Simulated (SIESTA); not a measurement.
Crystal: DyAgB4F16.

```
Dy Ag B F
1.0
     5.40532   -0.11997   -0.02862
     0.15674    6.88276    0.12510
     0.53174    1.21261    9.42225
Dy Ag B F
1 1 4 16
Cartesian
  3.0595 0.6900 4.4423
  0.6941 7.8412 9.4186
  5.5035 1.7393 3.0275
  3.4459 2.4767 7.5521
  2.8080 5.8150 2.1873
  5.8454 5.7679 6.3013
  1.3079 2.1047 3.7943
  5.1473 0.3560 3.2757
  0.2208 2.1344 1.7416
  4.4168 2.4426 3.6613
  3.0831 3.7703 7.7183
  4.8286 2.2524 7.6481
  2.7619 1.5707 8.3796
  3.0772 2.0785 6.1247
  1.5925 5.3797 1.7226
  2.6533 0.4018 2.1524
  2.9788 5.4738 3.6009
  3.8811 5.3767 1.4512
  0.4366 4.6778 5.7412
  1.5255 6.7264 5.7416
  0.5645 5.9286 7.6911
  4.6057 6.5086 5.9325
```

The cell was built by a generator and needn't be a form met in nature.

| Property | Result |
| --- | --- |
| Program | SIESTA 5.4.2 |
| Task | single point |
| Functional | PBE |
| Potentials or basis | PseudoDojo 0.4 standard with PseudoDojo 3+ lanthanides (4f in the core) (PBE files) |
| Basis | DZP (energy shift 0.003 Ry; two zetas on semicore shells) |
| Grid cutoff | 800 Ry |
| Energy shift | 0.003 Ry |
| k mesh | 5 × 4 × 3 |
| Occupations | fermi-dirac, width 0.05 eV |
| Spin | collinear spin, ferromagnetic start |
| Starting moments | [5.0, 0.0, 0.0, 0.0, 0.0, 0.0, 0.0, 0.0, 0.0, 0.0, 0.0, 0.0, 0.0, 0.0, 0.0, 0.0, 0.0, 0.0, 0.0, 0.0, 0.0, 0.0] μB |

On this cell: pressure 0.6 GPa; largest force 0.591 eV/Å; net moment 0.00 μB per cell; band gap on the k mesh 4.31 eV, indirect (least direct gap 4.34 eV).

The same run follows on a disturbed copy (atoms moved at random, drawn with an rms of 0.05 Å):

```
CELL_PARAMETERS angstrom
5.40532 -0.11997 -0.02862
0.15674 6.88276 0.12510
0.53174 1.21261 9.42225
ATOMIC_POSITIONS crystal
Dy 0.51763 0.02712 0.46473
Ag 0.00507 0.95812 0.98992
B 0.98018 0.22015 0.32382
B 0.54640 0.23322 0.80146
B 0.46651 0.81851 0.22395
B 0.00000 0.74239 0.66178
F 0.19080 0.23902 0.40159
F 0.91600 0.00855 0.34374
F 0.01777 0.27566 0.18133
F 0.78371 0.30226 0.39227
F 0.48344 0.41507 0.81245
F 0.81316 0.20049 0.81251
F 0.43087 0.07700 0.88913
F 0.50532 0.19099 0.65214
F 0.24677 0.75779 0.17543
F 0.46684 0.02765 0.23203
F 0.48773 0.73677 0.36878
F 0.67558 0.76133 0.15052
F 0.00571 0.56935 0.59760
F 0.19110 0.87926 0.60498
F 0.99391 0.72684 0.80434
F 0.76153 0.84449 0.62384
```

What changes?

The energy moves by +24.4 meV/atom; pressure 1.1 GPa; largest force 2.940 eV/Å; net moment 0.00 μB per cell; band gap on the k mesh 4.24 eV, indirect (least direct gap 4.27 eV).

Forces in eV/Å, atoms in the order of the input:
```
Dy   0.461 -0.051  1.589
Ag  -0.139  0.192 -0.235
B    0.267 -1.318 -1.167
B    2.171 -1.908 -0.534
B    0.265 -1.018 -0.852
B   -1.236 -1.542 -1.139
F    1.329  0.160  0.600
F   -0.211 -0.291  0.503
F    0.016  0.536 -0.337
F   -1.485  0.886  0.483
F   -0.789  1.695  0.249
F   -0.273  0.117  0.159
F   -0.789 -0.235  0.745
F   -0.322 -0.061 -0.888
F   -0.302  0.156 -0.228
F   -0.194  0.746 -0.643
F   -0.018 -0.169  1.662
F    0.116  0.278 -0.487
F    0.318  1.308  0.611
F    0.991  0.516 -0.881
F    0.392 -0.406  1.641
F   -0.570  0.415 -0.846
```

Stress tensor (GPa, compression positive):
```
 0.77 -0.05 -0.11
-0.05  0.37 -0.96
-0.11 -0.96  2.11
```

Caveats: the magnetic or orbital state may not be the lowest; short orbitals over semicore shells can move pressures by several GPa; spin-orbit coupling is left out, which moves the levels of the heavy elements; an odd mesh through Γ misses points on the zone boundary, where band edges often lie; the 4f electrons are frozen in the core as for a trivalent ion, so they carry no moment and show no levels; the basis of atomic orbitals isn't converged, which shifts pressures, moduli and gaps.
